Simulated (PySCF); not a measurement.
# VHCl3: EPR parameters at several levels of theory

Aim: compute the EPR parameters of VHCl3 (`[H][V]([Cl])([Cl])[Cl]`) at several levels, and see how far they spread and what each costs.

Computed with PySCF 2.14.0, with density-fitted response routines of our own, on a single molecule in the gas phase. Atoms count from 0, in the outputs and in this text.

**1. The starting structure**

5 atoms, charge 0, multiplicity 2; geometry from: GFN2-xTB. The atoms were then displaced at random by about 0.03 Å, so the start is not that level's minimum.

Bonds of the start (Å): V0–H1 1.48, V0–Cl2 1.88, V0–Cl3 2.13, V0–Cl4 1.99.

**2. Optimising the geometry at PBE0-D3(BJ)/def2-SVP**

Job settings and geometry (Å):

```
{"job": {"xc": "PBE0", "basis": "def2-SVP", "d3": "d3bj", "grid": 1, "maxiter": 40, "shake": 0.03, "kind": "geom"}, "charge": 0, "multiplicity": 2}
V      0.119220    -0.176820    -0.049090
H      0.013140    -0.064890     1.422960
Cl     1.926600     0.142480    -0.460900
Cl    -0.859300     1.659780    -0.508560
Cl    -1.124810    -1.671030    -0.466540
```

On the command line:

```console
> OMP_NUM_THREADS=1 python probes_run.py task.json out
```

The driver reads the jobs from task.json and runs them one after another.

The log of the run:

```text
step   0  E = -2324.06783680  max force = 0.143537
step   1  E = -2324.10588565  max force = 0.036281
step   2  E = -2324.10930057  max force = 0.014342
step   3  E = -2324.10997361  max force = 0.002719
step   4  E = -2324.11002866  max force = 0.001235
step   5  E = -2324.11004333  max force = 0.000859
step   6  E = -2324.11004317  max force = 0.000631
step   7  E = -2324.11004151  max force = 0.000286
optimisation converged
```

Run time: 2 min. Hardware: 1 thread of Arm Neoverse N1, shared host; peak memory 0.4 GiB.

Along the way:

```csv
step,energy from step 0 (eV),largest force component (eV/Å)
0,0.0000,7.3810
1,-1.0354,1.8656
2,-1.1283,0.7375
3,-1.1466,0.1398
4,-1.1481,0.0635
5,-1.1485,0.0442
6,-1.1485,0.0324
7,-1.1484,0.0147
```

Close pairs (by a distance rule), those that changed most:

| bond | before (Å) | after (Å) | change (Å) |
| --- | --- | --- | --- |
| V0–Cl2 | 1.881 | 2.113 | +0.232 |
| V0–Cl4 | 1.989 | 2.113 | +0.124 |
| V0–H1 | 1.480 | 1.579 | +0.099 |
| V0–Cl3 | 2.131 | 2.131 | -0.000 |

The final coordinates are the input of the step that follows.

```csv
at the end point,value
point group (found at 0.08 Å tolerance),Cs
"rotational constants (GHz, main isotopes)","2.297, 1.998, 1.101"
dipole moment (D),0.66
⟨S²⟩,0.767
```

**3. g tensor and hyperfine couplings: PBE0/def2-TZVP-core+IGLO-III+pcH-1**

Job settings and geometry (Å):

```
{"job": {"kind": "epr"}, "charge": 0, "multiplicity": 2}
V      0.041641    -0.046842    -0.129275
H      0.057678    -0.132062     1.447793
Cl     2.125154     0.164984    -0.411698
Cl    -1.092802     1.720756    -0.489068
Cl    -1.056821    -1.817317    -0.479882
```

Level: UKS PBE0, IGLO-III on Cl, def2-TZVP-core on V, pcH-1 on H, non-relativistic, mean-field spin-orbit, GIAO.

The log of the run (excerpt; [...] marks lines left out):

```text
starts in def2-SVP, energy above the lowest (Eh): 0.00000 0.00000 0.00000 0.00000
UKS, coarse grid
  cycle   1  E = -2308.47774163  |g| = 9.75e+00
  cycle   2  E = -2235.56775094  |g| = 7.50e+00
  cycle   3  E = -2256.60825068  |g| = 1.26e+01
  cycle   4  E = -2263.07223895  |g| = 1.19e+01
  cycle   5  E = -2263.92798266  |g| = 1.19e+01
  cycle   6  E = -2264.31283782  |g| = 1.18e+01
  cycle   7  E = -2264.31126115  |g| = 1.18e+01
  cycle   8  E = -2265.02983202  |g| = 1.19e+01
  cycle   9  E = -2266.75754280  |g| = 1.16e+01
  cycle  10  E = -2261.77596537  |g| = 1.29e+01
[... 20 cycles left out ...]
  cycle  31  E = -2324.70013268  |g| = 2.51e-02
  cycle  32  E = -2324.70054217  |g| = 8.11e-03
  cycle  33  E = -2324.70070552  |g| = 5.27e-03
  cycle  34  E = -2324.70086162  |g| = 4.41e-03
  cycle  35  E = -2324.70102167  |g| = 3.32e-03
  cycle  36  E = -2324.70112467  |g| = 3.10e-03
  cycle  37  E = -2324.70122435  |g| = 3.13e-03
  cycle  38  E = -2324.70129695  |g| = 3.08e-03
  cycle  39  E = -2324.70142071  |g| = 3.00e-03
  cycle  40  E = -2324.70154725  |g| = 2.95e-03
UKS, final grid
  cycle   1  E = -2308.47894626  |g| = 9.72e+00
  cycle   2  E = -2235.53538365  |g| = 7.50e+00
  cycle   3  E = -2256.93442919  |g| = 1.26e+01
  cycle   4  E = -2263.27852369  |g| = 1.19e+01
  cycle   5  E = -2264.13206810  |g| = 1.19e+01
  cycle   6  E = -2264.46439536  |g| = 1.18e+01
  cycle   7  E = -2264.47475146  |g| = 1.18e+01
  cycle   8  E = -2265.15752686  |g| = 1.19e+01
  cycle   9  E = -2267.01273285  |g| = 1.16e+01
  cycle  10  E = -2262.29078793  |g| = 1.29e+01
[... 32 cycles left out ...]
  cycle  43  E = -2324.70323517  |g| = 3.11e-04
  cycle  44  E = -2324.70324198  |g| = 2.64e-04
  cycle  45  E = -2324.70324443  |g| = 3.03e-04
  cycle  46  E = -2324.70324748  |g| = 1.92e-04
  cycle  47  E = -2324.70324898  |g| = 1.22e-04
  cycle  48  E = -2324.70324984  |g| = 9.31e-05
  cycle  49  E = -2324.70325003  |g| = 7.84e-05
  cycle  50  E = -2324.70325009  |g| = 5.56e-05
  cycle  51  E = -2324.70325012  |g| = 3.59e-05
  cycle  52  E = -2324.70325012  |g| = 2.65e-05
E = -2324.70325012 Eh   <S^2> = 0.7646 (exact 0.7500)
g shifts (ppm)      1          2          3
  rmc          -548       -548       -548
  gc             38         37        110
  oz_so      -89725     -29557     -25112
  total      -90234     -30066     -25550
hyperfine (MHz)  atom isotope    a_iso     a_fc   dipolar eigenvalues
    0   51V    -132.67    -109.44   -163.64     21.79    141.85
    1    1H    -107.88    -107.23    -25.73    -15.90     41.63
    2  35Cl      -3.43      -3.24     -4.87     -2.58      7.45
    3  35Cl      -0.14      -0.19    -14.88    -12.67     27.55
    4  35Cl      -3.02      -2.85     -6.34     -3.35      9.69
```

Wall time 5.2 min (1 thread of Arm Neoverse N1, shared host); peak memory 0.95 GiB.

Principal g values 1.91208, 1.97225, 1.97677; g(iso) = 1.95370, against 2.00232 for a free electron.

Hyperfine couplings; where a row names several nuclei, a(iso) is their mean (it holds for fast rotation or exchange) and the dipolar term the largest among them:

| nuclei | isotope | a(iso) (MHz) | a(iso) (G, at g = 2.0023) | largest dipolar term (MHz) |
| --- | --- | --- | --- | --- |
| V0 | 51V | -132.7 | -47.3 | -163.6 |
| H1 | 1H | -107.9 | -38.5 | 41.6 |
| Cl2, Cl3, Cl4 | 35Cl | -2.2 | -0.8 | 27.6 |

Mulliken spin populations:

| atom | value (e) |
| --- | --- |
| V0 | 1.13 |
| H1 | -0.08 |
| Cl2 | -0.04 |
| Cl3 | 0.02 |
| Cl4 | -0.03 |

In first order the couplings over 0.8 MHz of 51V, 1H, 35Cl give 160 distinct lines over 376.9 G, if the averaged nuclei exchange fast.

Orbitals, density, ELF and potential are computed afterwards from the orbital file.

ELF in a plane through or near 4 of the atoms.

Values, 10 rows by 14 columns:
```
0.00 0.00 0.00 0.00 0.00 0.00 0.00 0.00 0.00 0.00 0.00 0.00 0.00 0.00
0.00 0.00 0.00 0.00 0.00 0.11 0.37 0.47 0.35 0.14 0.00 0.00 0.00 0.00
0.00 0.00 0.00 0.00 0.06 0.55 0.87 0.72 0.86 0.62 0.11 0.00 0.00 0.00
0.00 0.00 0.00 0.00 0.02 0.60 0.76 0.27 0.81 0.69 0.10 0.00 0.00 0.00
0.00 0.02 0.22 0.51 0.48 0.10 0.18 0.35 0.10 0.09 0.11 0.08 0.01 0.00
0.00 0.21 0.69 0.84 0.30 0.72 0.69 0.67 0.33 0.84 0.86 0.68 0.26 0.00
0.00 0.18 0.66 0.82 0.25 0.84 0.11 0.06 0.81 0.22 0.34 0.80 0.34 0.00
0.00 0.01 0.17 0.51 0.60 0.46 0.03 0.06 0.60 0.77 0.76 0.41 0.08 0.00
0.00 0.00 0.00 0.00 0.00 0.00 0.00 0.00 0.02 0.06 0.05 0.00 0.00 0.00
0.00 0.00 0.00 0.00 0.00 0.00 0.00 0.00 0.00 0.00 0.00 0.00 0.00 0.00
```
The map spans 9.1 Å across and 9.4 Å up, centred on the molecule. Atoms in the plane (x, y in Å): V0 (0.0, 0.0), Cl2 (-1.9, -0.8), Cl3 (0.2, 2.1), Cl4 (1.8, -1.1).

log10 of the density (e/Å³) in the same plane.

Ten even steps from '0' (-4.0) to '9' (2.6):
```
0000000000000000000000000000
0000000000112222211000000000
0000000002233343332110000000
0000000012344555443221000000
0000000123445666554321000000
0000001123456798654332000000
0000001223456677654332000000
0001223334445565544332110000
0012334444445665444333221000
0123345555557777544444332100
0133456666657777556655433210
0133456786655665566766543210
0133456666554445567866543210
0123345555443334556655433200
0012234444333333445544332100
0000122222221122333333221000
0000001111100001122221100000
0000000000000000000000000000
0000000000000000000000000000
0000000000000000000000000000
```
The map spans 9.1 Å across and 9.4 Å up, centred on the molecule. Atoms in the plane (x, y in Å): V0 (0.0, 0.0), Cl2 (-1.9, -0.8), Cl3 (0.2, 2.1), Cl4 (1.8, -1.1).

On the surface of density 0.002 e/bohr³ the electrostatic potential runs, from the 1st to the 99th percentile, from -0.27 V near Cl3 to 1.63 V near V0.

The spin density lies nearest to V0 78 %; H1 8 % (both signs); Cl3 7 %.

**4. g tensor and hyperfine couplings: PBE/def2-TZVP-core+IGLO-III+pcH-1**

The job, as its differences from that of step 3:

```diff
@@ -1,2 +1,2 @@
-{"job": {"kind": "epr"}, "charge": 0, "multiplicity": 2}
+{"job": {"kind": "epr", "xc": "PBE"}, "charge": 0, "multiplicity": 2}
 V      0.041641    -0.046842    -0.129275
```

Level: UKS PBE, IGLO-III on Cl, def2-TZVP-core on V, pcH-1 on H, non-relativistic, mean-field spin-orbit, GIAO.

The log of the run (excerpt; [...] marks lines left out):

```text
starts in def2-SVP, energy above the lowest (Eh): 0.00000 0.00000 0.00000
UKS, coarse grid
  cycle   1  E = -2303.75409516  |g| = 1.10e+01
  cycle   2  E = -2227.40576571  |g| = 8.12e+00
  cycle   3  E = -2253.89814370  |g| = 1.27e+01
  cycle   4  E = -2262.92303085  |g| = 1.18e+01
  cycle   5  E = -2263.73976310  |g| = 1.16e+01
  cycle   6  E = -2264.20788243  |g| = 1.18e+01
  cycle   7  E = -2264.22603170  |g| = 1.18e+01
  cycle   8  E = -2264.75496702  |g| = 1.17e+01
  cycle   9  E = -2264.98836698  |g| = 1.17e+01
  cycle  10  E = -2263.44990292  |g| = 1.26e+01
[... 13 cycles left out ...]
  cycle  24  E = -2321.61046227  |g| = 2.52e+00
  cycle  25  E = -2324.48071626  |g| = 4.87e-01
  cycle  26  E = -2324.42235215  |g| = 7.00e-01
  cycle  27  E = -2324.58463676  |g| = 2.31e-01
  cycle  28  E = -2324.60745774  |g| = 1.13e-01
  cycle  29  E = -2324.61245805  |g| = 3.67e-02
  cycle  30  E = -2324.61327735  |g| = 1.21e-02
  cycle  31  E = -2324.61335468  |g| = 2.47e-03
  cycle  32  E = -2324.61335654  |g| = 1.15e-03
  cycle  33  E = -2324.61335708  |g| = 7.36e-04
UKS, final grid
  cycle   1  E = -2324.61326165  |g| = 4.16e-03
  cycle   2  E = -2324.61299181  |g| = 2.74e-02
  cycle   3  E = -2324.61326665  |g| = 1.63e-03
  cycle   4  E = -2324.61326831  |g| = 1.77e-04
  cycle   5  E = -2324.61326833  |g| = 1.01e-04
  cycle   6  E = -2324.61326833  |g| = 2.76e-05
E = -2324.61326833 Eh   <S^2> = 0.7593 (exact 0.7500)
g shifts (ppm)      1          2          3
  rmc          -515       -515       -515
  gc             31         46         88
  oz_so      -70630     -21599     -18014
  total      -71113     -22067     -18440
hyperfine (MHz)  atom isotope    a_iso     a_fc   dipolar eigenvalues
    0   51V    -104.35     -85.49   -156.40     21.78    134.63
    1    1H     -67.71     -67.12    -24.08    -13.35     37.43
    2  35Cl      -2.09      -2.04     -3.78     -3.06      6.85
    3  35Cl      -1.25      -1.44    -15.28    -14.56     29.85
    4  35Cl      -2.03      -2.01     -5.18     -4.31      9.50
```

Run time: 88 s. Hardware: 1 thread of Arm Neoverse N1, shared host; peak memory 0.76 GiB.

In short: g(iso) 1.96511.

**5. g tensor and hyperfine couplings: B3LYP/def2-TZVP-core+IGLO-III+pcH-1**

The job, as its differences from that of step 4:

```diff
@@ -1,2 +1,2 @@
-{"job": {"kind": "epr", "xc": "PBE"}, "charge": 0, "multiplicity": 2}
+{"job": {"kind": "epr", "xc": "B3LYP"}, "charge": 0, "multiplicity": 2}
 V      0.041641    -0.046842    -0.129275
```

Level: UKS B3LYP, IGLO-III on Cl, def2-TZVP-core on V, pcH-1 on H, non-relativistic, mean-field spin-orbit, GIAO.

The log of the run (excerpt; [...] marks lines left out):

```text
starts in def2-SVP, energy above the lowest (Eh): 0.00000 0.00000 0.00000 0.00000 0.00001
UKS, coarse grid
  cycle   1  E = -2308.15043101  |g| = 1.01e+01
  cycle   2  E = -2234.32623403  |g| = 7.55e+00
  cycle   3  E = -2255.61723604  |g| = 1.27e+01
  cycle   4  E = -2262.61001749  |g| = 1.19e+01
  cycle   5  E = -2263.43155983  |g| = 1.19e+01
  cycle   6  E = -2263.80281415  |g| = 1.18e+01
  cycle   7  E = -2264.19911065  |g| = 1.19e+01
  cycle   8  E = -2264.29257696  |g| = 1.19e+01
  cycle   9  E = -2267.06752533  |g| = 1.16e+01
  cycle  10  E = -2265.67656045  |g| = 1.26e+01
[... 20 cycles left out ...]
  cycle  31  E = -2325.44131035  |g| = 3.19e-03
  cycle  32  E = -2325.44143314  |g| = 3.15e-03
  cycle  33  E = -2325.44155327  |g| = 3.12e-03
  cycle  34  E = -2325.44162601  |g| = 3.14e-03
  cycle  35  E = -2325.44190095  |g| = 3.03e-03
  cycle  36  E = -2325.44242126  |g| = 3.76e-03
  cycle  37  E = -2325.44207428  |g| = 3.62e-03
  cycle  38  E = -2325.44285295  |g| = 1.90e-02
  cycle  39  E = -2325.44285965  |g| = 1.42e-02
  cycle  40  E = -2325.44286887  |g| = 1.07e-02
UKS, final grid
  cycle   1  E = -2308.15056713  |g| = 1.00e+01
  cycle   2  E = -2234.31662520  |g| = 7.55e+00
  cycle   3  E = -2255.97955267  |g| = 1.26e+01
  cycle   4  E = -2262.76940782  |g| = 1.19e+01
  cycle   5  E = -2263.54350159  |g| = 1.19e+01
  cycle   6  E = -2263.78410710  |g| = 1.17e+01
  cycle   7  E = -2264.46349254  |g| = 1.19e+01
  cycle   8  E = -2264.47441373  |g| = 1.19e+01
  cycle   9  E = -2266.92132749  |g| = 1.16e+01
  cycle  10  E = -2265.62831771  |g| = 1.26e+01
[... 23 cycles left out ...]
  cycle  34  E = -2325.44344564  |g| = 5.73e-04
  cycle  35  E = -2325.44345607  |g| = 4.54e-04
  cycle  36  E = -2325.44347277  |g| = 3.69e-04
  cycle  37  E = -2325.44348052  |g| = 2.94e-04
  cycle  38  E = -2325.44348145  |g| = 2.04e-04
  cycle  39  E = -2325.44348288  |g| = 3.57e-04
  cycle  40  E = -2325.44348318  |g| = 1.33e-04
  cycle  41  E = -2325.44348326  |g| = 9.34e-05
  cycle  42  E = -2325.44348328  |g| = 4.77e-05
  cycle  43  E = -2325.44348329  |g| = 2.94e-05
E = -2325.44348329 Eh   <S^2> = 0.7614 (exact 0.7500)
g shifts (ppm)      1          2          3
  rmc          -548       -548       -548
  gc             38         43        100
  oz_so      -77205     -26665     -23007
  total      -77715     -27170     -23456
hyperfine (MHz)  atom isotope    a_iso     a_fc   dipolar eigenvalues
    0   51V    -111.47     -90.46   -166.87     21.06    145.81
    1    1H     -95.91     -95.36    -24.91    -15.24     40.15
    2  35Cl      -2.44      -2.28     -4.90     -2.88      7.78
    3  35Cl       0.86       0.75    -15.05    -13.53     28.58
    4  35Cl      -2.04      -1.90     -6.34     -3.77     10.11
```

Run time: 4.6 min. Hardware: 1 thread of Arm Neoverse N1, shared host; peak memory 0.95 GiB.

In short: g(iso) 1.95954.

**6. EPR parameters: BHandHLYP/def2-TZVP-core+IGLO-III+pcH-1**

The job, as its differences from that of step 5:

```diff
@@ -1,2 +1,2 @@
-{"job": {"kind": "epr", "xc": "B3LYP"}, "charge": 0, "multiplicity": 2}
+{"job": {"kind": "epr", "xc": "BHandHLYP"}, "charge": 0, "multiplicity": 2}
 V      0.041641    -0.046842    -0.129275
```

Method: UKS BHandHLYP, IGLO-III on Cl, def2-TZVP-core on V, pcH-1 on H, non-relativistic, mean-field spin-orbit, GIAO.

The log of the run (excerpt; [...] marks lines left out):

```text
starts in def2-SVP, energy above the lowest (Eh): 0.00000 0.00000 0.00000 0.00435
UKS, coarse grid
  cycle   1  E = -2316.30115528  |g| = 8.08e+00
  cycle   2  E = -2282.12768123  |g| = 7.02e+00
  cycle   3  E = -2283.64245717  |g| = 1.13e+01
  cycle   4  E = -2290.47195592  |g| = 1.01e+01
  cycle   5  E = -2293.66368694  |g| = 9.62e+00
  cycle   6  E = -2293.66406708  |g| = 9.62e+00
  cycle   7  E = -2293.65263756  |g| = 9.63e+00
  cycle   8  E = -2293.67338031  |g| = 9.63e+00
  cycle   9  E = -2293.67162701  |g| = 9.62e+00
  cycle  10  E = -2292.95698149  |g| = 9.86e+00
[... 7 cycles left out ...]
  cycle  18  E = -2325.29942939  |g| = 3.46e-02
  cycle  19  E = -2325.30086527  |g| = 1.48e-02
  cycle  20  E = -2325.30149901  |g| = 1.08e-02
  cycle  21  E = -2325.30206321  |g| = 8.36e-03
  cycle  22  E = -2325.30265882  |g| = 6.16e-03
  cycle  23  E = -2325.30308695  |g| = 4.29e-03
  cycle  24  E = -2325.30317532  |g| = 2.46e-03
  cycle  25  E = -2325.30321978  |g| = 1.49e-03
  cycle  26  E = -2325.30324181  |g| = 9.89e-04
  cycle  27  E = -2325.30324642  |g| = 6.77e-04
UKS, final grid
  cycle   1  E = -2325.30320999  |g| = 6.18e-04
  cycle   2  E = -2325.30321087  |g| = 7.51e-04
  cycle   3  E = -2325.30321132  |g| = 4.95e-04
  cycle   4  E = -2325.30321180  |g| = 3.94e-04
  cycle   5  E = -2325.30321426  |g| = 3.00e-04
  cycle   6  E = -2325.30321514  |g| = 2.84e-04
  cycle   7  E = -2325.30321639  |g| = 2.63e-04
  cycle   8  E = -2325.30321862  |g| = 2.36e-04
  cycle   9  E = -2325.30321957  |g| = 2.28e-04
  cycle  10  E = -2325.30322113  |g| = 2.14e-04
  cycle  11  E = -2325.30322356  |g| = 1.90e-04
  cycle  12  E = -2325.30322687  |g| = 1.57e-04
  cycle  13  E = -2325.30322862  |g| = 1.44e-04
  cycle  14  E = -2325.30322907  |g| = 1.02e-04
  cycle  15  E = -2325.30322971  |g| = 8.87e-05
  cycle  16  E = -2325.30323002  |g| = 5.34e-05
  cycle  17  E = -2325.30323007  |g| = 4.11e-05
  cycle  18  E = -2325.30323009  |g| = 3.38e-05
  cycle  19  E = -2325.30323011  |g| = 2.36e-05
  cycle  20  E = -2325.30323011  |g| = 1.85e-05
E = -2325.30323011 Eh   <S^2> = 0.7793 (exact 0.7500)
g shifts (ppm)      1          2          3
  rmc          -597       -597       -597
  gc             44         28        130
  oz_so      -93618     -39570     -33056
  total      -94170     -40139     -33523
hyperfine (MHz)  atom isotope    a_iso     a_fc   dipolar eigenvalues
    0   51V    -136.53    -110.77   -170.10     19.25    150.86
    1    1H    -213.21    -212.68    -28.15    -19.36     47.51
    2  35Cl      -4.66      -4.31     -7.72     -0.96      8.68
    3  35Cl       1.52       1.61    -14.66    -11.09     25.75
    4  35Cl      -3.99      -3.66     -8.54     -1.84     10.38
```

Wall time 3.7 min (1 thread of Arm Neoverse N1, shared host); peak memory 1 GiB.

In short: g(iso) 1.94638.

**7. Comparing the runs: EPR parameters**

g, ⟨S²⟩ and isotropic hyperfine couplings (MHz), with basis size and wall time:

```
                                    run   g(iso)   ⟨S²⟩  51V V0   1H H1  35Cl Cl2 (mean)  functions     time
     PBE0/def2-TZVP-core+IGLO-III+pcH-1  1.95370  0.765  -132.7  -107.9             -2.2        222  5.2 min
      PBE/def2-TZVP-core+IGLO-III+pcH-1  1.96511  0.759  -104.3   -67.7             -1.8        222     88 s
    B3LYP/def2-TZVP-core+IGLO-III+pcH-1  1.95954  0.761  -111.5   -95.9             -1.2        222  4.6 min
BHandHLYP/def2-TZVP-core+IGLO-III+pcH-1  1.94638  0.779  -136.5  -213.2             -2.4        222  3.7 min
```

**8. Results**

| quantity | value |
| --- | --- |
| point group | Cs |
| rotational constants (main isotopes) | 2.30, 2.00, 1.10 GHz |
| g(iso) (PBE0) | 1.95370 |
| ⟨S²⟩ | 0.765 (exact 0.75) |
| largest a(iso) (averaged by class) | 51V on V0, -132.7 MHz |
| surface potential, 1st and 99th percentile | -0.27 V and 1.63 V |

In words: Single values in the summary come from the first run of each kind that ended normally (PBE0/def2-TZVP-core+IGLO-III+pcH-1), which need not be the best level. The start was shaken at random, so part of the energy gained undoes that. Over 7 steps the energy fell by 1.148 eV; of the close pairs, V0–Cl2 changed most, 1.881 to 2.113 Å. No frequency check was run at this level, so the end point may be a saddle. Most of the unpaired spin sits on V0 (1.13 e). The isotropic g lies 48.6 ppt below the free-electron value. DFT tends to give too small g shifts for metal centres. The coupling of 51V on V0 runs from -136.5 (BHandHLYP/def2-TZVP-core+IGLO-III+pcH-1) to -104.3 MHz (PBE/def2-TZVP-core+IGLO-III+pcH-1).
